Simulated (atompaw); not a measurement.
# Eu: generating and testing a PAW (atompaw) potential

Do these settings give a usable potential? It is generated, then checked for scattering, ghosts and hardness.

The numbers are computed with atompaw 4.2.0.5 (PBE, scalar-relativistic, spin-unpolarised reference atom).

### 1 The atom and the settings

The settings as typed:

```
element                 : europium (Eu, Z = 63)
type                    : PAW
frozen core             : [Kr] 4d10
valence charge          : 17
reference configuration : 4f7 5s2 5p6 5d0 6s2 6p0
partial waves           : 5s (bound): rc 2.55 bohr; 6s (bound): rc 3.00 bohr; 5p (bound): rc 2.65 bohr; 6p (bound, empty): rc 3.00 bohr; 5d (bound, empty): rc 3.00 bohr; 5d channel at 0.25 Ry: rc 3.00 bohr; 4f (bound): rc 1.50 bohr; 4f channel at 2.55 Ry: rc 1.50 bohr
local potential         : troulliermartins scheme with l = 4 at -0.5 Ry, radius 2.55 bohr
core correction         : smooth core density matched at 2.80 bohr
augmentation charge     : besselshape compensation charge, radius 2.60 bohr; PAW radius 3.00 bohr; waves and projectors: custom polynom vanderbiltortho
```

The outer shells as boxes (Hund's rule for the drawing; the calculation is spin-unpolarised):

```
[Kr] core
4d [↑↓][↑↓][↑↓][↑↓][↑↓]
4f [↑ ][↑ ][↑ ][↑ ][↑ ][↑ ][↑ ]
5s [↑↓]
5p [↑↓][↑↓][↑↓]
5d [  ][  ][  ][  ][  ]
6s [↑↓]
6p [  ][  ][  ]
```

### 2 Generation

Eu.input reads:

```
Eu 63
GGA-PBE scalarrelativistic loggrid 2001 logderivrange -5 5 251
6 6 5 4 0 0
6 1 0
5 2 0
4 3 7
0 0 0
c
c
c
c
v
v
c
c
c
v
v
c
c
v
v
3
3.00 2.60 2.55 2.80
n
n
y
0.25
n
y
2.55
n
custom polynom vanderbiltortho besselshape
4 -0.5 troulliermartins
2.55
3.00
2.65
3.00
3.00
3.00
1.50
1.50
PWSCFOUT
UPFDX 0.0125d0 UPFXMIN -7.d0 UPFZMESH 63.d0
END
```

Run with:

```console
$ atompaw < Eu.input > Eu.log
```

Q: Predict the outcome of this session. Wanted: cutoffs for 10 and 1 mRy, occupied levels; bound ghosts; largest phase difference near zero energy, channels read; lowest eigenvalue of the overlap; share of valence orbitals outside the PAW sphere; UPF file.

The runs gave:

| quantity | value |
| --- | --- |
| cutoffs for 10 and 1 mRy, occupied levels | 90 Ry and 140 Ry |
| bound ghosts | none found |
| largest phase difference near zero energy, channels read | 0.080 rad |
| lowest eigenvalue of the overlap (Bessel basis) | 0.608 (s) |
| share of valence orbitals outside the PAW sphere | 5s 0 %, 6s 80 %, 5p 3 %, 6p 95 %, 5d 49 %, 4f 1 % |
| UPF file | written |

By its cutoff, 90 Ry for the looser tolerance, it is hard. The slowest occupied level is 4f: taken alone it needs 90 Ry to come within 1 mRy, against 12 Ry for 5p. No bound ghost shows below the valence levels. Near zero energy the largest phase difference among the channels read is 0.08 rad, in the p channel. All of this concerns the isolated atom, not yet a solid.
